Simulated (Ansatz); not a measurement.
The system is SiF.

```xyz
2
Lattice="3.0286 0.0000 0.0000 0.0000 3.0286 0.0000 0.0000 0.0000 3.0286" Properties=species:S:1:pos:R:3 pbc="T T T"
Si    1.5143    1.5143    1.5143
F     0.0000    0.0000    0.0000
```

The cell was built by a generator and needn't be a form met in nature.

* Program: Ansatz 0.2.0
* Task: single point
* Functional: PBE
* Potentials or basis: Ansatz PAW
* Cutoff: 420 eV (not typed: the program's choice for these potentials)
* k mesh: 9 × 9 × 9
* Occupations: fermi-dirac, width 0.05 eV
* Spin: no spin polarisation

On this cell: pressure 0.2 GPa; largest force zero by symmetry; band gap on the k mesh none (metal or under the smearing width).

The same run follows on a disturbed copy (atoms moved at random, drawn with an rms of 0.05 Å):

```
CELL_PARAMETERS angstrom
3.02860 0.00000 0.00000
0.00000 3.02860 0.00000
0.00000 0.00000 3.02860
ATOMIC_POSITIONS crystal
Si 0.49055 0.49260 0.48363
F 0.00787 0.98963 0.00204
```

Q: What changes?

A: The energy (extrapolated to zero smearing) moves by -1.0 meV/atom; pressure 0.2 GPa; largest force 0.055 eV/Å; band gap on the k mesh none (metal or under the smearing width).

Forces on the atoms (eV/Å):
```
Si  -0.038  0.006 -0.040
F    0.038 -0.006  0.040
```

Stress tensor (GPa, compression positive):
```
 0.18  0.03 -0.16
 0.03  0.36  0.03
-0.16  0.03  0.16
```

Caveats: an odd number of electrons without spin polarisation forces a metal; a magnetic or distorted state may lie lower.
